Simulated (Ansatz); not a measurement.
# CH₉B₃OSiZn: one species, many methods

The task here is to estimate one member of a computed series from the others.

Method: functionals in def2-TZVPP, the program's frozen cores in correlated methods; program: Ansatz 0.2.0, Gaussian basis.

Plan: LDA (SPW92), PBE-D4, revPBE-D4, BLYP-D4, r2SCAN-D4, B97M-V, PBE0-D4, B3LYP-D4, r2SCANh-D4, r2SCAN0-D4, HSE06-D4, BHLYP-D4, CAM-B3LYP-D4, LC-ωPBE, ωB97X-V, ωB97M-V, B2PLYP, PBE-QIDH; CCSD(T)/def2-SVP; CCSD(T)/def2-TZVPP; MP2/def2-QZVPP; extrapolation to the limit; RPA on PBE.

**The relaxed structure**

All runs share one geometry, relaxed beforehand with PBE0-D4 in a triple-zeta def2 set.

16 atoms, charge 0, spin multiplicity 1.

Atoms are counted from 1 here; the program's logs count them from 0.

Bond lengths: B1–B2 1.528 Å, B1–Zn3 2.231 Å, B1–H8 1.208 Å, B1–H9 1.208 Å, B2–Zn3 2.297 Å, B2–H10 1.185 Å, Zn3–C4 1.978 Å, C4–O5 1.433 Å, C4–H11 1.098 Å, C4–H12 1.098 Å, O5–Si6 1.651 Å, Si6–B7 2.000 Å, Si6–H13 1.498 Å, Si6–H14 1.498 Å, B7–H15 1.197 Å, B7–H16 1.195 Å. Angles: B2–B1–Zn3 72.6°, B2–B1–H8 120.7°, B2–B1–H9 120.8°, Zn3–B1–H8 95.8°, Zn3–B1–H9 95.8°, H8–B1–H9 118.2°, B1–B2–Zn3 67.9°, B1–B2–H10 176.9°, Zn3–B2–H10 115.1°, B1–Zn3–B2 39.4°, B1–Zn3–C4 159.6°, B2–Zn3–C4 161.0°, Zn3–C4–O5 107.0°, Zn3–C4–H11 111.3°, Zn3–C4–H12 111.4°, O5–C4–H11 110.3°, O5–C4–H12 110.3°, H11–C4–H12 106.6° and more.

Set-up of the first run:

File in.yaml:

```yaml
crystal:
  periodic: [false, false, false]
  atoms:
    - {symbol: B, position_ang: [3.294269, -1.777866, 1.575346]}
    - {symbol: B, position_ang: [3.181901, -0.302415, 1.957993]}
    - {symbol: Zn, position_ang: [1.472095, -0.968165, 0.575337]}
    - {symbol: C, position_ang: [-0.169012, -0.915399, -0.527051]}
    - {symbol: O, position_ang: [-0.744145, 0.385820, -0.358404]}
    - {symbol: Si, position_ang: [-2.145719, 0.771990, -1.140258]}
    - {symbol: B, position_ang: [-2.729007, 2.640826, -0.729071]}
    - {symbol: H, position_ang: [3.854152, -2.110072, 0.558001]}
    - {symbol: H, position_ang: [2.716664, -2.626639, 2.211373]}
    - {symbol: H, position_ang: [3.148234, 0.834717, 2.288636]}
    - {symbol: H, position_ang: [-0.883129, -1.690676, -0.217730]}
    - {symbol: H, position_ang: [0.053907, -1.098766, -1.586926]}
    - {symbol: H, position_ang: [-3.225138, -0.191964, -0.752595]}
    - {symbol: H, position_ang: [-1.962791, 0.615613, -2.619157]}
    - {symbol: H, position_ang: [-3.736013, 3.054063, -1.227559]}
    - {symbol: H, position_ang: [-2.126278, 3.378925, -0.007925]}
basis:
  gaussian: {orbitals: def2-TZVPP}
hamiltonian: {xc: lda}
output: {orbitals: {seedname: orbitals}}
```

Run with:

```
ansatz run in.yaml --threads 2 --pin off --events-out ev --progress --plain --max-ram 32768MiB --backend cuda --devices 0, --max-vram 18GiB
```

Among the steps run: LDA; PBE-D4 (GGA); revPBE-D4 (GGA); BLYP-D4 (GGA); r2SCAN-D4 (meta-GGA); B97M-V (meta-GGA); PBE0-D4 (hybrid); B3LYP-D4 (hybrid); r2SCANh-D4 (hybrid); r2SCAN0-D4 (hybrid); HSE06-D4 (hybrid); BHLYP-D4 (hybrid); CAM-B3LYP-D4 (range-separated); LC-ωPBE (range-separated); ωB97X-V (range-separated); ωB97M-V (range-separated); B2PLYP (double hybrid); PBE-QIDH (double hybrid).

One of the session's tables, all rows but one given; the rest of the session is left out.

```
  functional  HOMO (eV)  LUMO (eV)  gap (eV)
 LDA (SPW92)      -5.67      -3.73      1.94
      PBE-D4      -5.49      -3.45      2.04
   revPBE-D4      -5.42      -3.34      2.09
     BLYP-D4      -5.33      -3.27      2.06
   r2SCAN-D4      -5.66      -3.09      2.57
      B97M-V      -5.72      -3.26      2.46
     PBE0-D4      -6.49      -2.42      4.08
    B3LYP-D4      -6.28      -2.62      3.67
  r2SCANh-D4      -6.04      -2.74      3.30
  r2SCAN0-D4      -6.61      -2.21      4.40
    HSE06-D4      -6.10      -2.80      3.30
    BHLYP-D4      -7.34      -1.31      6.04
CAM-B3LYP-D4      -7.72      -1.27      6.45
     LC-ωPBE      -9.05      -0.07      8.98
     ωB97X-V      -8.67      -0.18      8.50
     ωB97M-V          ?          ?         ?
```

**Question.** Estimate the row for ωB97M-V.

As computed: HOMO (eV): -8.56; LUMO (eV): -0.45; gap (eV): 8.12. In the column «HOMO (eV)» it lies between ωB97X-V (-8.67) and CAM-B3LYP-D4 (-7.72).
